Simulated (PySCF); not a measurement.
# C7H15BO3: the cost of one run

The runs use PySCF 2.14.0, with density-fitted response routines of our own; the level of theory stands in each step. All values are computed, except where a source is named. Atoms count from 0, in the outputs and in this text.

## Step 1: The starting structure

26 atoms, charge 0, multiplicity 1; geometry from: GFN2-xTB.

Bonds of the start (Å): C0–O1 1.41, O1–B2 1.34, B2–O3 1.38, O3–C4 1.43, C4–C5 1.53, C4–C6 1.53, C4–C7 1.57, C7–C8 1.53, C7–C9 1.53, C7–O10 1.43, O10–B2 1.37, C0–H11 1.09, C0–H12 1.09, C0–H13 1.09, C5–H14 1.09, C5–H15 1.09, C5–H16 1.08, C6–H17 1.09, C6–H18 1.09, C6–H19 1.09, C8–H20 1.09, C8–H21 1.09, C8–H22 1.08, C9–H23 1.09, C9–H24 1.09, C9–H25 1.09.

## Step 2: Geometry optimisation at PBE0-D3(BJ)/def2-SVP

What the job is given:

```
{"job": {"xc": "PBE0", "basis": "def2-SVP", "d3": "d3bj", "grid": 1, "kind": "geom"}, "charge": 0, "multiplicity": 1}
C      3.388350    -0.319930    -0.662300
O      2.325770     0.597370    -0.821620
B      1.081410     0.313110    -0.404040
O      0.697370    -0.839790     0.254460
C     -0.728120    -0.828750     0.355840
C     -1.150820    -1.406190     1.703570
C     -1.265860    -1.723860    -0.767740
C     -1.084980     0.685750     0.142740
C     -2.364260     0.937330    -0.650150
C     -1.143570     1.468430     1.460560
O      0.038290     1.181470    -0.591730
H      3.134630    -1.099910     0.056690
H      4.259380     0.238590    -0.315640
H      3.614200    -0.778140    -1.628570
H     -0.871130    -2.456020     1.740270
H     -2.227910    -1.324410     1.820600
H     -0.655780    -0.895350     2.522590
H     -0.961010    -1.331470    -1.734870
H     -2.348020    -1.799370    -0.723530
H     -0.835740    -2.716300    -0.653320
H     -2.531790     2.008920    -0.718420
H     -3.210170     0.477320    -0.146550
H     -2.283770     0.544410    -1.657930
H     -1.197580     2.528590     1.226310
H     -2.014340     1.188180     2.045350
H     -0.238960     1.297390     2.038540
```

**Question.** How long does this first job take on 8 threads of AMD EPYC 9R45 (Zen 5), shared host?

About 2.3 min.
